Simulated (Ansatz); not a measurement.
# C2H8AlNO2: the cost of one run

Computed with Ansatz 0.2.0, Gaussian basis. Level: the settings change from run to run.

**1. The geometry**

An earlier PBE0-D4 in a triple-zeta def2 set relaxation fixed the geometry.

SMILES `C[O][Al]([NH2])[O]C`, 14 atoms, charge 0, spin multiplicity 1.

Atoms are counted from 1 here; the program's logs count them from 0.

Bond lengths: C1–O2 1.391 Å, C1–H7 1.096 Å, C1–H8 1.096 Å, C1–H9 1.097 Å, O2–Al3 1.681 Å, Al3–N4 1.756 Å, Al3–O5 1.681 Å, N4–H10 1.005 Å, N4–H11 1.005 Å, O5–C6 1.391 Å, C6–H12 1.096 Å, C6–H13 1.097 Å, C6–H14 1.096 Å. Angles: O2–C1–H7 110.4°, O2–C1–H8 110.3°, O2–C1–H9 112.9°, H7–C1–H8 107.7°, H7–C1–H9 107.7°, H8–C1–H9 107.7°, C1–O2–Al3 139.9°, O2–Al3–N4 117.8°, O2–Al3–O5 124.4°, N4–Al3–O5 117.8°, Al3–N4–H10 124.4°, Al3–N4–H11 124.4°, H10–N4–H11 111.1°, Al3–O5–C6 139.8°, O5–C6–H12 110.4°, O5–C6–H13 112.9°, O5–C6–H14 110.3°, H12–C6–H13 107.7° and more.

**2. BHLYP/def2-mTZVP**

Set apart from the defaults: multiplicity 3, atoms shaken by 0.15 Å, D3(BJ) with three-body dispersion.

Contents of in.yaml:

```yaml
crystal:
  periodic: [false, false, false]
  atoms:
    - {symbol: C, position_ang: [0.173855, 0.676814, 2.224074]}
    - {symbol: O, position_ang: [0.273092, -0.566482, 1.217108]}
    - {symbol: Al, position_ang: [0.318076, -0.772593, -0.292926]}
    - {symbol: N, position_ang: [0.770548, -2.449966, -0.934950]}
    - {symbol: O, position_ang: [-0.363559, 0.197570, -1.494210]}
    - {symbol: C, position_ang: [-0.904181, 1.262781, -1.655796]}
    - {symbol: H, position_ang: [-0.554252, 0.068386, 2.889856]}
    - {symbol: H, position_ang: [1.212475, 0.704843, 2.575408]}
    - {symbol: H, position_ang: [-0.206635, 1.207720, 1.517353]}
    - {symbol: H, position_ang: [0.768154, -3.487537, -0.457036]}
    - {symbol: H, position_ang: [0.533591, -2.682166, -1.558472]}
    - {symbol: H, position_ang: [-1.607720, 1.293788, -2.035473]}
    - {symbol: H, position_ang: [-0.700072, 2.050396, -0.616272]}
    - {symbol: H, position_ang: [-0.130809, 1.757921, -2.284438]}
basis:
  gaussian: {orbitals: def2-mTZVP}
magnetization: {spin_polarized: true, initial_magnetization: 2}
hamiltonian: {xc: {name: BHLYP}, dispersion: d3bjatm}
```

On the command line:

```
ansatz run in.yaml --threads 4 --pin off --events-out ev --progress --plain --max-ram 11315MiB
```

What time and memory should one allow on 4 threads of Arm Neoverse V2, shared host?

About 7.5 s, with a peak of 0.56 GiB.
